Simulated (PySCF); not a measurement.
# C3H5NSSi: the cost of one run

The runs use PySCF 2.14.0, with density-fitted response routines of our own; the level of theory stands in each step. All values are computed, except where a source is named. Atoms are numbered from 0 throughout.

### 1 The molecule as given

11 atoms, charge 0, multiplicity 1; geometry from: GFN2-xTB. The atoms were then displaced at random by about 0.01 Å, so the start is not that level's minimum.

Bonds of the start (Å): N0–C1 1.23, C1–C2 1.44, C2–C3 1.38, C3–Si4 1.84, Si4–S5 2.22, S5–C2 1.79, N0–H6 1.04, C1–H7 1.07, C3–H8 1.08, Si4–H9 1.47, Si4–H10 1.43.

### 2 Optimising the geometry at PBE0-D3(BJ)/def2-SVP

What the job is given:

```
{"job": {"xc": "PBE0", "basis": "def2-SVP", "d3": "d3bj", "grid": 1, "shake": 0.01, "kind": "geom"}, "charge": 0, "multiplicity": 1}
N     -2.551480     0.620220     0.916650
C     -1.765590    -0.238010     0.522910
C     -0.369190    -0.062660     0.220520
C      0.596590    -0.965370    -0.192190
Si     2.051910     0.151500    -0.302050
S      0.446130     1.524660     0.388160
H     -2.145470     1.571000     1.019350
H     -2.125100    -1.239130     0.386370
H      0.355700    -2.003090    -0.351980
H      3.054700     0.045090     0.763150
H      2.489910     0.569950    -1.601630
```

Run with:

```console
$ OMP_NUM_THREADS=1 python probes_run.py task.json out
```

One launch serves the whole session: the jobs run in the order shown.

Q: Estimate the wall time and peak memory of this first job on 1 thread of Arm Neoverse V1, shared host.

About 63 s, with a peak of 0.5 GiB.
